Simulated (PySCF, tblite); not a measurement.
# C3H4O3S2Si: geometry, infrared bands and NMR shifts

Aim: predict the infrared bands and NMR shifts of C3H4O3S2Si (`O=CO[Si]1(O)SC=CS1`).

The runs use tblite 0.8.0 and PySCF 2.14.0, with density-fitted response routines of our own; the level of theory stands in each step. All values are computed, except where a source is named. Atoms count from 0, in the outputs and in this text.

### Step 1. Starting geometry

13 atoms, charge 0, multiplicity 1; geometry from: force field or distance geometry start.

Bonds of the start (Å): O0–C1 1.25, C1–O2 1.40, O2–Si3 1.74, Si3–O4 1.70, Si3–S5 2.16, S5–C6 1.76, C6–C7 1.29, C7–S8 1.76, S8–Si3 2.16, C1–H9 1.10, O4–H10 0.99, C6–H11 1.14, C7–H12 1.15.

### Step 2. Geometry optimisation with GFN2-xTB

Job settings and geometry (Å):

```
{"job": {"kind": "relax", "xc": "GFN2-xTB", "basis": "xTB"}, "charge": 0, "multiplicity": 1}
O      1.880000    -0.833900    -1.134400
C      2.332100    -0.552800    -0.002700
O      1.711400     0.351100     0.859900
Si     0.257500     1.092800     0.265800
O      0.395500     2.759800    -0.019600
S     -0.616600     0.031000    -1.399000
C     -1.668500    -1.061700    -0.509800
C     -2.000500    -0.814800     0.709400
S     -1.423800     0.622400     1.537700
H      3.252000    -1.018900     0.390800
H      0.623900     2.963100    -0.965200
H     -2.053100    -2.003500    -1.027800
H     -2.694300    -1.534000     1.277000
```

The run is started by

```
$ OMP_NUM_THREADS=1 python probes_run.py task.json out
```

This one command runs all jobs of the session in turn.

**Question.** This job is followed by: GFN2-xTB harmonic vibrations, gas phase; GIAO PBE0/pcSseg-1 NMR shielding, non-relativistic, gas phase. What will the session give for the following? strongest single infrared mode (GFN2-xTB); zero-point energy (GFN2-xTB); 13C shifts against TMS (PBE0/pcSseg-1, means over atoms taken as alike); 1H shifts against TMS (PBE0/pcSseg-1, means over atoms taken as alike); 17O shifts against H2O (PBE0/pcSseg-1); 29Si shifts against TMS (PBE0/pcSseg-1); 33S shifts against CS2 (PBE0/pcSseg-1, means over atoms taken as alike); surface potential, 1st and 99th percentile.

The runs gave:

| quantity | value |
| --- | --- |
| strongest single infrared mode (GFN2-xTB) | 1185 cm⁻¹, 582 km/mol |
| zero-point energy (GFN2-xTB) | 45.6 kcal/mol |
| 13C shifts against TMS (PBE0/pcSseg-1, means over atoms taken as alike) | 166.1, 122.9 ppm |
| 1H shifts against TMS (PBE0/pcSseg-1, means over atoms taken as alike) | 8.13, 6.00, 5.71 ppm |
| 17O shifts against H2O (PBE0/pcSseg-1) | 439.0, 236.6, 99.6 ppm |
| 29Si shifts against TMS (PBE0/pcSseg-1) | 21.0 ppm |
| 33S shifts against CS2 (PBE0/pcSseg-1, means over atoms taken as alike) | -17 ppm |
| surface potential, 1st and 99th percentile | -1.20 V and 1.82 V |

In words: The optimisation took 142 steps and gained 1.462 eV; among the close pairs (by a distance rule), Si3–O4 changed most, from 1.697 to 1.609 Å. All 33 modes are real, so the xTB geometry is a minimum. The strongest single mode, at 1185 cm⁻¹, moves mainly O2 and C1. Unscaled tight-binding wavenumbers are off by several per cent, some by more. Its intensities can rank the bands wrongly. At PBE0/pcSseg-1: The largest span, 629 ppm, is at O0, where the paramagnetic term is -505 ppm. By nearest atom (PBE0/pcSseg-1), the HOMO sits on S5, S8 about 26 % each; C6, C7 about 18 % each and the LUMO on C1 44 %; O0 27 %.
